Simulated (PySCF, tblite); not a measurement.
# C6H11OPSi2: geometry, infrared bands and NMR shifts

Aim: predict the infrared bands and NMR shifts of C6H11OPSi2 (`C#CC#CC[SiH2][Si@@H](P)OC`).

The runs use tblite 0.8.0 and PySCF 2.14.0, with density-fitted response routines of our own; the level of theory stands in each step. All values are computed, except where a source is named. Atoms count from 0, in the outputs and in this text.

## (1) The molecule as given

21 atoms, charge 0, multiplicity 1; geometry from: force field or distance geometry start.

Bonds of the start (Å): C0–C1 1.20, C1–C2 1.53, C2–C3 1.20, C3–C4 1.47, C4–Si5 1.86, Si5–Si6 2.30, Si6–P7 2.22, Si6–O8 1.66, O8–C9 1.43, C0–H10 1.06, C4–H11 1.10, C4–H12 1.09, Si5–H13 1.49, Si5–H14 1.49, Si6–H15 1.50, P7–H16 1.42, P7–H17 1.41, C9–H18 1.09, C9–H19 1.10, C9–H20 1.09.

## (2) Geometry optimisation with GFN2-xTB

What the job is given:

```
{"job": {"kind": "relax", "xc": "GFN2-xTB", "basis": "xTB"}, "charge": 0, "multiplicity": 1}
C      4.194800     2.957300     0.963500
C      3.593800     2.032700     0.479100
C      2.851400     0.829600    -0.115300
C      2.243500    -0.089500    -0.595400
C      1.510700    -1.233400    -1.161300
Si     0.376500    -2.120000     0.015000
Si    -1.379600    -0.738700     0.577800
P     -0.761400     0.955000     1.880600
O     -2.067000    -0.088500    -0.784200
C     -3.483000     0.102800    -0.810300
H      4.703700     3.785100     1.386300
H      0.929100    -0.887300    -2.030500
H      2.233100    -1.952600    -1.549200
H     -0.142400    -3.346900    -0.648100
H      1.120500    -2.564800     1.230400
H     -2.421300    -1.507000     1.329700
H     -1.935800     1.732100     1.723700
H     -0.020800     1.651300     0.905700
H     -3.741900     0.552400    -1.773500
H     -3.800800     0.792400    -0.019800
H     -4.011900    -0.845200    -0.724800
```

The run is started by

```
OMP_NUM_THREADS=1 python probes_run.py task.json out
```

The driver reads the jobs from task.json and runs them one after another.

**Question.** This job is followed by: GFN2-xTB harmonic vibrations, gas phase; GIAO PBE0/pcSseg-1 NMR shielding, non-relativistic, gas phase. Predict these results of the whole session: strongest single infrared mode (GFN2-xTB); zero-point energy (GFN2-xTB); ¹³C shifts against TMS (PBE0/pcSseg-1); ¹H shifts against TMS (PBE0/pcSseg-1, means over atoms taken as alike); ²⁹Si shifts against TMS (PBE0/pcSseg-1); ³¹P shifts against H3PO4 (PBE0/pcSseg-1); ¹⁷O shifts against H2O (PBE0/pcSseg-1).

**Answer**, as computed:

| quantity | value |
| --- | --- |
| strongest single infrared mode (GFN2-xTB) | 2193 cm⁻¹, 405 km/mol |
| zero-point energy (GFN2-xTB) | 87.0 kcal/mol |
| ¹³C shifts against TMS (PBE0/pcSseg-1) | 82.9, 74.7, 74.6, 71.0, 54.6, 0.4 ppm |
| ¹H shifts against TMS (PBE0/pcSseg-1, means over atoms taken as alike) | 5.92, 4.08, 3.82, 3.75, 2.13, 2.11, 1.42, 1.17 ppm |
| ²⁹Si shifts against TMS (PBE0/pcSseg-1) | 4.5, -71.9 ppm |
| ³¹P shifts against H3PO4 (PBE0/pcSseg-1) | -284.7 ppm |
| ¹⁷O shifts against H2O (PBE0/pcSseg-1) | -5.0 ppm |

**Reading.** Over 165 steps the energy fell by 0.964 eV; of the close pairs, C1–C2 changed most, 1.534 to 1.358 Å. The lowest mode is slightly imaginary (7i cm⁻¹), a soft motion within the noise of the Hessian, so the minimum is not strictly shown. The strongest single mode, at 2193 cm⁻¹, moves mainly H13. Unscaled tight-binding wavenumbers are off by several per cent, some by more. Its intensities can rank the bands wrongly. At PBE0/pcSseg-1: The largest span, 293 ppm, is at C3, where the paramagnetic term is -158 ppm.
